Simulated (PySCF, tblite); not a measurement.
**BBrH8N2Si2+ (doublet): geometry, infrared bands and EPR parameters**

What infrared bands and EPR parameters should BBrH8N2Si2+ (doublet) (`[NH2+]B(Br)N([SiH3])[SiH3]`) show?

Computed with tblite 0.8.0 and PySCF 2.14.0, with density-fitted response routines of our own, on a single molecule in the gas phase. Atoms are numbered from 0 throughout.

### Step 1. Starting geometry

14 atoms, charge 1, multiplicity 2; geometry from: force field or distance geometry start.

Bonds of the start (Å): N0–B1 1.52, B1–Br2 2.02, B1–N3 1.53, N3–Si4 1.79, N3–Si5 1.79, N0–H6 1.04, N0–H7 1.04, Si4–H8 1.46, Si4–H9 1.47, Si4–H10 1.47, Si5–H11 1.47, Si5–H12 1.46, Si5–H13 1.46.

### Step 2. Relaxing the molecule with GFN2-xTB

The job: settings as JSON, then the geometry in Å.

```
{"job": {"kind": "relax", "xc": "GFN2-xTB", "basis": "xTB"}, "charge": 1, "multiplicity": 2}
N      1.748000     0.047700    -0.841900
B      1.115300    -0.483000     0.435500
Br     2.281300    -1.448600     1.775000
N     -0.369300    -0.301800     0.733900
Si    -1.325800    -1.083100    -0.558100
Si    -0.762200     1.442000     0.760900
H      2.509400     0.702700    -0.565900
H      2.186800    -0.755000    -1.326300
H     -2.754700    -0.940700    -0.275700
H     -1.027300    -0.448500    -1.854600
H     -0.997300    -2.514600    -0.639100
H      0.041900     2.109300     1.799800
H     -0.467800     2.046900    -0.536300
H     -2.178900     1.626100     1.070700
```

Run with:

```bash
> OMP_NUM_THREADS=1 python probes_run.py task.json out
```

This one command runs all jobs of the session in turn.

**Question.** This job is followed by: GFN2-xTB harmonic vibrations, gas phase; UKS B3LYP, def2-TZVP-core on Br, pcH-1 on B H N Si, non-relativistic, mean-field spin-orbit, GIAO. Predict these results of the whole session: strongest single infrared mode (GFN2-xTB); zero-point energy (GFN2-xTB); g(iso) (B3LYP); ⟨S²⟩; largest a(iso) (averaged by class).

**Answer**, as computed:

| quantity | value |
| --- | --- |
| strongest single infrared mode (GFN2-xTB) | 745 cm⁻¹, 499 km/mol |
| zero-point energy (GFN2-xTB) | 51.9 kcal/mol |
| g(iso) (B3LYP) | 2.04616 |
| ⟨S²⟩ | 0.755 (exact 0.75) |
| largest a(iso) (averaged by class) | 1H on H8, H9, H10, H11, H12, H13, 52.7 MHz |

What this shows: Over 115 steps the energy fell by 1.972 eV; of the close pairs, N0–B1 changed most, 1.521 to 1.364 Å. The lowest mode is imaginary (47i cm⁻¹), so the xTB geometry is not a minimum: the zero-point energy counts the real modes alone, and all values at this geometry belong to a saddle point. The strongest single mode, at 745 cm⁻¹, has its largest shares on H13, H11, H9 and N3 (the list is cut at 4 atoms). Unscaled tight-binding wavenumbers are off by several per cent, some by more. Its intensities can rank the bands wrongly. The largest share of the spin, 0.69 e, sits on N3. The isotropic g lies 43.8 ppt above the free-electron value. The hyperfine terms hold no scalar relativity, which the heavier nuclei need. These values are for one conformer; the search (at its own cheap level) found 1 more, at 0.07 kcal/mol, and measured spectra average over such forms.
